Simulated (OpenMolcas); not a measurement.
# singlet GeH2Cl+: levels of theory compared

Wanted: a comparison of 6 runs (HF/STO-3G, HF/3-21G, BLYP/def2-TZVPP, PBE0/def2-TZVPP, revPBE/def2-TZVPP, CCSD(T)/def2-TZVPP) of singlet GeH2Cl+. 

The calculation is run with OpenMolcas 26.06.

1 further run of the same task is left out (set aside as unsound or not needed).

## (1) The structure to begin with

The species is GeH2Cl+ (4 atoms), meant as a singlet with charge +1. SMILES of the parent species: `[Cl][GeH2]`. The shape is that of a PBE0-D4/def2-TZVP optimisation. That shape belongs to the parent species and isn't relaxed for this state.

Bond lengths: Cl1–Ge2 2.156 Å, Ge2–H3 1.546 Å, Ge2–H4 1.546 Å. Angles: Cl1–Ge2–H3 106.8°, Cl1–Ge2–H4 106.8°, H3–Ge2–H4 112.3°.

## (2) The energy at HF/STO-3G (run 1)

The input, struct.xyz:

```xyz
4

Cl    -1.562900     0.305200     0.993500
Ge     0.106700    -0.451100    -0.141600
H      0.072700     0.259600    -1.514200
H      1.383400    -0.113700     0.662300
```

The input, mol.inp:

```
&GATEWAY
 BasLib=$CurrDir
 Coord=struct.xyz
 Basis=STO-3G
 Group=NoSym

&SEWARD

&SCF
 Charge=1
 Thresholds=1e-10 1e-07 1e-07 1e-05
 PrOrbitals=1 1
```

The basis set STO-3G is read from a file made from the Basis Set Exchange's data (not shown).

Launch:

```bash
$ export MOLCAS_MEM=1860
$ pymolcas mol.inp > mol.log
```

The program printed:

```text
--- Start Module: gateway ---
[...]
--- Stop Module: gateway /rc=_RC_ALL_IS_WELL_ ---
--- Start Module: seward ---
[...]
      Basis functions           29
--- Stop Module: seward /rc=_RC_ALL_IS_WELL_ ---
[...]
--- Start Module: scf ---
[...]
       Convergence after  15 Iterations
[...]
::    Total SCF energy                              -2507.2465933503
[...]
      Total spin, S                                     0.0000000000
[...]
      Total electronic charge=   50.000000
      Total            charge=    1.000000
[...]
      Dipole Moment (debye):
      Origin of the operator (angstrom)=   -0.4084   -0.2031    0.2111
                   X=  3.3464E+00               Y= -2.5587E+00               Z= -2.4540E+00           Total=  4.8752E+00
      Center of Charge (angstrom)
[...]
--- Stop Module: scf /rc=_RC_ALL_IS_WELL_ ---
[...]
```

It took 4.2 s on 1 thread of AMD EPYC 7R43 (Zen 3), shared host; peak memory 0.37 GiB.

## (3) A single-point energy at HF/3-21G (run 2)

The input, test.input:

```
&GATEWAY
BasLib=$CurrDir
Coord
4
angstrom
Cl      -1.562900       0.305200       0.993500
Ge       0.106700      -0.451100      -0.141600
H        0.072700       0.259600      -1.514200
H        1.383400      -0.113700       0.662300
Basis=3-21G
Group=NoSym
&SEWARD
&SCF
Charge=1
Thresholds=1e-10 1e-07 1e-07 1e-05
PrOrbitals=1 2
```

The basis set 3-21G is read from a file made from the Basis Set Exchange's data (not shown).

Launch:

```bash
$ export MOLCAS_MEM=1860
$ pymolcas test.input > test.log
```

The program printed:

```text
--- Start Module: gateway ---
[...]
--- Stop Module: gateway /rc=_RC_ALL_IS_WELL_ ---
--- Start Module: seward ---
[...]
      Basis functions           39
--- Stop Module: seward /rc=_RC_ALL_IS_WELL_ ---
[...]
--- Start Module: scf ---
[...]
       Convergence after  17 Iterations
[...]
::    Total SCF energy                              -2523.4627348377
[...]
      Total spin, S                                     0.0000000000
[...]
      Total electronic charge=   50.000000
      Total            charge=    1.000000
[...]
      Dipole Moment (debye):
      Origin of the operator (angstrom)=   -0.4084   -0.2031    0.2111
                   X=  3.5872E+00               Y= -2.5550E+00               Z= -2.5983E+00           Total=  5.1135E+00
      Center of Charge (angstrom)
[...]
--- Stop Module: scf /rc=_RC_ALL_IS_WELL_ ---
[...]
```

Wall time 3.6 s (1 thread of AMD EPYC 7R43 (Zen 3), shared host); peak memory 0.37 GiB.

Runs 3 to 5 aren't shown in full; the table further down has their settings and results.

## (4) The energy at CCSD(T)/def2-TZVPP (Cholesky decomposition) (run 6)

The input, calc.input:

```
&GATEWAY
 BasLib = $CurrDir
 Coord
 4
 angstrom
 Cl      -1.562900       0.305200       0.993500
 Ge       0.106700      -0.451100      -0.141600
 H        0.072700       0.259600      -1.514200
 H        1.383400      -0.113700       0.662300
 Basis = def2-TZVPP
 Group = NoSym

&SEWARD
 High

&SCF
 Charge = 1
 Thresholds = 1e-10 1e-07 1e-07 1e-05
 PrOrbitals = 1 2

&CHCC
 Frozen = 14
 Threshold = 1e-08
 MaxIterations = 80

&CHT3
 Frozen = 14
```

The basis set def2-TZVPP is read from a file made from the Basis Set Exchange's data (not shown).

Launch:

```bash
$ export MOLCAS_MEM=1860
$ pymolcas calc.input > calc.log
```

The program printed:

```text
--- Start Module: gateway ---
[...]
--- Stop Module: gateway /rc=_RC_ALL_IS_WELL_ ---
[...]
      Basis functions          118
[...]
       Convergence after  19 Iterations
[...]
::    Total SCF energy                              -2535.7311358996
[...]
      Total spin, S                                     0.0000000000
[...]
      Total electronic charge=   50.000000
      Total            charge=    1.000000
[...]
      Dipole Moment (debye):
      Origin of the operator (angstrom)=   -0.4084   -0.2031    0.2111
                   X=  2.7633E+00               Y= -1.9158E+00               Z= -1.9925E+00           Total=  3.9085E+00
      Center of Charge (angstrom)
[...]
--- Start Module: chcc ---
[...]
--- Stop Module: chcc /rc=_RC_ALL_IS_WELL_ ---
[...]
--- Start Module: cht3 ---
[...]
--- Stop Module: cht3 /rc=_RC_ALL_IS_WELL_ ---
[...]
```

Run time: 15 min. Hardware: 1 thread of AMD EPYC 7R43 (Zen 3), shared host; peak memory 0.22 GiB.

## (5) The series

```tsv
run	level	integration grid	integral approximation	energy (Eh)	HOMO energy (eV)	LUMO energy (eV)	HOMO–LUMO gap (eV)	wall time
1	HF/STO-3G	–	none	-2507.246593	-17.16	-6.50	10.66	4.2 s
2	HF/3-21G	–	none	-2523.462735	-18.41	-8.29	10.12	3.6 s
3	BLYP/def2-TZVPP	UltraFine	none	-2538.146166	-13.78	-11.92	1.86	79 s
4	PBE0/def2-TZVPP	UltraFine	none	-2537.668204	-15.22	-11.18	4.04	46 s
5	revPBE/def2-TZVPP	UltraFine	none	-2537.849005	-13.86	-11.89	1.97	75 s
6	CCSD(T)/def2-TZVPP (Cholesky decomposition)	–	CD high	-2536.195273	-18.30	-7.93	10.37	15 min
```

## (6) Results

| quantity | value |
| --- | --- |
| run 6: total energy | -2536.19527 Eh |
| run 6: HOMO energy (Hartree–Fock orbitals) | -18.30 eV |
| run 6: LUMO energy (Hartree–Fock orbitals) | -7.93 eV |
| run 6: HOMO–LUMO gap (Hartree–Fock orbitals) | 10.37 eV |
| run 6: correlation energy (14 core orbitals frozen) | -464.1 mEh |
| run 6: (T) correction | -18.71 mEh |

What this shows: Over runs 1, 2, 3, 4, 5 the HOMO–LUMO gap runs from 1.86 eV (BLYP/def2-TZVPP) to 10.66 eV (HF/STO-3G). The two ends differ in method and basis. Totals of different functionals can't be ranked against each other. In run 1 the basis is minimal, so the values are rough. All runs together took 19 min, the longest 15 min.
